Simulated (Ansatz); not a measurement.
# LuPO4: the cost of one run

Method: DFT, PBE, plane-wave PAW, default files, scalar-relativistic, as far as a step names no other, in Ansatz 0.2.0.

The COD cell was measured well above room temperature, so it is larger than a cold one.

## 1. Starting point

The structure is tetragonal, space group I4_1/amd (No. 141). Conventional cell: a = 6.809 Å, b = 6.809 Å, c = 5.977 Å, α = 90.00°, β = 90.00°, γ = 90.00°. Around Lu (site symmetry -4m2) lie 8 O at 2.26 to 2.39 Å. P (site symmetry -4m2) is surrounded by 4 O at 1.53 Å. Around O (site symmetry m) lie 1 P at 1.53 Å.

Structure file:

```cif
data_structure
_symmetry_space_group_name_H-M 'I4_1/amd:1'
_symmetry_Int_Tables_number 141
_cell_length_a 6.8090
_cell_length_b 6.8090
_cell_length_c 5.9768
_cell_angle_alpha 90.000
_cell_angle_beta 90.000
_cell_angle_gamma 90.000
_cell_volume 277.10
loop_
_atom_site_label
_atom_site_type_symbol
_atom_site_symmetry_multiplicity
_atom_site_Wyckoff_symbol
_atom_site_fract_x
_atom_site_fract_y
_atom_site_fract_z
_atom_site_occupancy
Lu1 Lu 4 a 0.00000 0.50000 0.25000 1
P1 P 4 b 0.00000 0.00000 0.50000 1
O1 O 16 h 0.00000 0.17850 0.34430 1
```

## 2. Single point at the given positions

input.yaml reads:

```yaml
crystal:
  lattice:
    - [-3.4045, 3.4045, 2.9884]
    - [3.4045, -3.4045, 2.9884]
    - [3.4045, 3.4045, -2.9884]
  atoms:
    - { symbol: Lu, position: [0.75, 0.25, 0.5] }
    - { symbol: Lu, position: [0.0, 0.0, 0.0] }
    - { symbol: P, position: [0.5, 0.5, 0.0] }
    - { symbol: P, position: [0.25, 0.75, 0.5] }
    - { symbol: O, position: [0.5228, 0.3443, 0.1785] }
    - { symbol: O, position: [0.0943, 0.4158, 0.3215] }
    - { symbol: O, position: [0.1658, 0.3443, 0.8215] }
    - { symbol: O, position: [0.0943, 0.7728, 0.6785] }
    - { symbol: O, position: [0.2272, 0.9057, 0.3215] }
    - { symbol: O, position: [0.6557, 0.4772, 0.8215] }
    - { symbol: O, position: [0.5842, 0.9057, 0.6785] }
    - { symbol: O, position: [0.6557, 0.8342, 0.1785] }
kpoints:
  mp_grid: { grid: [5, 5, 5] }
scf:
  occupations: { method: fermi_dirac, width: 0.02 }
hamiltonian:
  xc: pbe
  pseudopotentials: { kind: paw }
output:
  forces: true
  stress: true
  populations: true
  efg:
    quadrupole_moments_barn: { Lu: 3.49, O: -0.02558 }
    contact_densities: true
```

Run with:

```console
$ ansatz run input.yaml --threads 1 --pin off --max-ram 2560MiB --backend cpu --events-out ev --progress --plain --runs-dir out
```

What time and memory should one allow on 1 thread of Arm Neoverse V1, shared host?

About 20 s, with a peak of 0.51 GiB.
